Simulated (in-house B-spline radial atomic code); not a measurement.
# Cr²³⁺: ionisation energy by several methods

Aim: the ionisation energy of Cr²³⁺ by several methods, each as the difference of two self-consistent energies (Cr²³⁺ and the next ion, bare nucleus).

Method: Dirac-Coulomb, several functionals; spherical all-electron atom at the radial basis limit. Code: in-house B-spline radial atomic code version 1.

**1. Starting point**

| Item | Value |
| --- | --- |
| element | chromium (Z = 24) |
| charge | +23 |
| electrons | 1 |
| configuration | 1s1 |
| nucleus | Fermi, rms radius 3.645 fm |

**2. BLYP, a GGA**

The run's settings:

```ini
Z = 24
electrons = 1.0
configuration = 1s1
hamiltonian = dirac
method = b88,lyp
spin_polarised = False
nucleus = fermi
rms_radius = 3.6452
mass_number = 52
atomic_mass = 51.940504714
speed_of_light = 137.035999084
```

**3. exchange-only LDA**

Changes to the settings of step 2:

```diff
@@ -4,3 +4,3 @@
 hamiltonian = dirac
-method = b88,lyp
+method = lda,
 spin_polarised = False
```

**4. PW91, a GGA**

Changes to the settings of step 3:

```diff
@@ -4,3 +4,3 @@
 hamiltonian = dirac
-method = lda,
+method = pw91,pw91
 spin_polarised = False
```

Before running: The tabulated ionisation energy is 7894.8 ± 0.00019 eV (tabulated theoretical; NIST Atomic Spectra Database). What does each method give, and which comes nearest?

The runs gave:

| method | rung | total energy (hartree) | ΔSCF (eV) | with Breit, QED, recoil (eV) | −ε highest (eV) | corrected ΔSCF less tabulated (eV) |
| --- | --- | --- | --- | --- | --- | --- |
| exchange-only LDA | LDA | -287.8288 | 7832.22 | 7827.92 | 7673.45 (1s1/2) | -66.88 |
| BLYP | GGA | -288.9521 | 7862.79 | 7858.46 | 7700.74 (1s1/2) | -36.34 |
| PW91 | GGA | -288.8681 | 7860.50 | 7856.18 | 7699.54 (1s1/2) | -38.62 |

What this shows: The tabulated ionisation energy is 7894.8 ± 0.00019 eV (tabulated theoretical; NIST Atomic Spectra Database). BLYP comes nearest (-36.34 eV) and exchange-only LDA is farthest (-66.88 eV, 0.85 %). Open shells are averaged (over orientations, and over spins where the run is restricted), while tables refer to the lowest levels.

Members of this set that are not shown: 1 used exact exchange with fractional occupations of an open shell, which is unsound here.
